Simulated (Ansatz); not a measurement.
# CH2AlLiO (SMILES [Li][Al]1[CH2][O]1): one structure at several levels

Aim: energy, forces and dipole at a structure displaced at random from a GFN2-xTB minimum, from CCSD(T) and from density functionals.

Program: Ansatz 0.2.0, Gaussian basis. Level of theory: single points in def2-TZVPP. These are calculated values, not measurements.

Cores are frozen in the correlated methods. The outer core shell of Li, Na, Mg and K is correlated.

## (1) The system as given

SMILES `[Li][Al]1[CH2][O]1`, 6 atoms, charge 0, spin multiplicity 1.

Atoms are counted from 1 here; the program's logs count them from 0.

Bond lengths: Li1–Al2 2.439 Å, Al2–C3 1.938 Å, Al2–O4 1.686 Å, C3–O4 1.587 Å, C3–H5 1.118 Å, C3–H6 1.138 Å. Angles: Li1–Al2–C3 167.1°, Li1–Al2–O4 141.5°, C3–Al2–O4 51.4°, Al2–C3–O4 56.1°, Al2–C3–H5 119.2°, Al2–C3–H6 123.0°, O4–C3–H5 98.5°, O4–C3–H6 104.3°, H5–C3–H6 116.3°, Al2–O4–C3 72.5°.

Coordinates:

```
Li   -2.59060   -2.18830   -0.45910
Al   -0.76840   -0.59810   -0.14020
C     0.88770    0.31780    0.27550
O    -0.39700    1.03670   -0.31840
H     1.60390    0.54990   -0.55090
H     1.07250    0.84640    1.26630
```

## (2) CCSD(T)/def2-TZVPP

Input file run/in.yaml:

```yaml
crystal:
  periodic: [false, false, false]
  atoms:
    - {symbol: Li, position_ang: [-2.590600, -2.188300, -0.459100]}
    - {symbol: Al, position_ang: [-0.768400, -0.598100, -0.140200]}
    - {symbol: C, position_ang: [0.887700, 0.317800, 0.275500]}
    - {symbol: O, position_ang: [-0.397000, 1.036700, -0.318400]}
    - {symbol: H, position_ang: [1.603900, 0.549900, -0.550900]}
    - {symbol: H, position_ang: [1.072500, 0.846400, 1.266300]}
basis:
  gaussian: {orbitals: def2-TZVPP}
correlation: {method: ccsd_t}
output: {forces: true}
```

No record of the launch command was kept for these runs.

## (3) PBE0-D4/def2-TZVPP

Edit run/in.yaml of step 2 so:

```diff
@@ -11,3 +11,3 @@
   gaussian: {orbitals: def2-TZVPP}
-correlation: {method: ccsd_t}
-output: {forces: true}
+hamiltonian: {xc: pbe0, dispersion: d4}
+output: {forces: true, orbitals: {seedname: orbitals}}
```

## (4) wB97M-V/def2-TZVPP

Edit run/in.yaml of step 3 so:

```diff
@@ -11,3 +11,3 @@
   gaussian: {orbitals: def2-TZVPP}
-hamiltonian: {xc: pbe0, dispersion: d4}
-output: {forces: true, orbitals: {seedname: orbitals}}
+hamiltonian: {xc: {name: wB97M-V}}
+output: {forces: true}
```

## (5) r2SCAN-D4/def2-TZVPP

Edit run/in.yaml of step 4 so:

```diff
@@ -11,3 +11,3 @@
   gaussian: {orbitals: def2-TZVPP}
-hamiltonian: {xc: {name: wB97M-V}}
+hamiltonian: {xc: r2scan, dispersion: d4}
 output: {forces: true}
```

## (6) PBE-D4/def2-TZVPP

Edit run/in.yaml of step 5 so:

```diff
@@ -11,3 +11,3 @@
   gaussian: {orbitals: def2-TZVPP}
-hamiltonian: {xc: r2scan, dispersion: d4}
+hamiltonian: {xc: pbe, dispersion: d4}
 output: {forces: true}
```

## (7) BLYP-D4/def2-TZVPP

Edit run/in.yaml of step 6 so:

```diff
@@ -11,3 +11,3 @@
   gaussian: {orbitals: def2-TZVPP}
-hamiltonian: {xc: pbe, dispersion: d4}
+hamiltonian: {xc: {name: BLYP}, dispersion: d4}
 output: {forces: true}
```

## (8) B97M-V/def2-TZVPP

Edit run/in.yaml of step 7 so:

```diff
@@ -11,3 +11,3 @@
   gaussian: {orbitals: def2-TZVPP}
-hamiltonian: {xc: {name: BLYP}, dispersion: d4}
+hamiltonian: {xc: {name: B97M-V}}
 output: {forces: true}
```

(Steps that only read results are left out.)

What does the calculation give? Wanted: energy less free atoms, CCSD(T)/def2-TZVPP; RMS force component; RMS force error; HOMO and LUMO, PBE0-D4; T1 diagnostic.

As calculated:

| quantity | value |
| --- | --- |
| energy less free atoms, CCSD(T)/def2-TZVPP | -426.9 kcal/mol |
| RMS force component | 0.708 to 0.776 eV/Å over the methods |
| RMS force error | PBE0-D4 0.206, wB97M-V 0.155, r2SCAN-D4 0.076, PBE-D4 0.157, BLYP-D4 0.212, B97M-V 0.168 eV/Å |
| HOMO and LUMO, PBE0-D4 | -5.20 and -1.62 eV |
| T1 diagnostic | 0.019 |

**Reading.** Against CCSD(T) the functionals' energies less atoms differ by -26.7 to -10.4 kcal/mol, PBE-D4 by -26.7 kcal/mol. CCSD(T) in triple zeta still lacks some correlation energy of the bonds, so part of these gaps is its own basis error and they don't rank the functionals. On forces the order runs from r2SCAN-D4 to BLYP-D4. Frozen-core CCSD(T) forces in triple zeta carry basis errors of their own, and this is one geometry, so small gaps rank nothing.
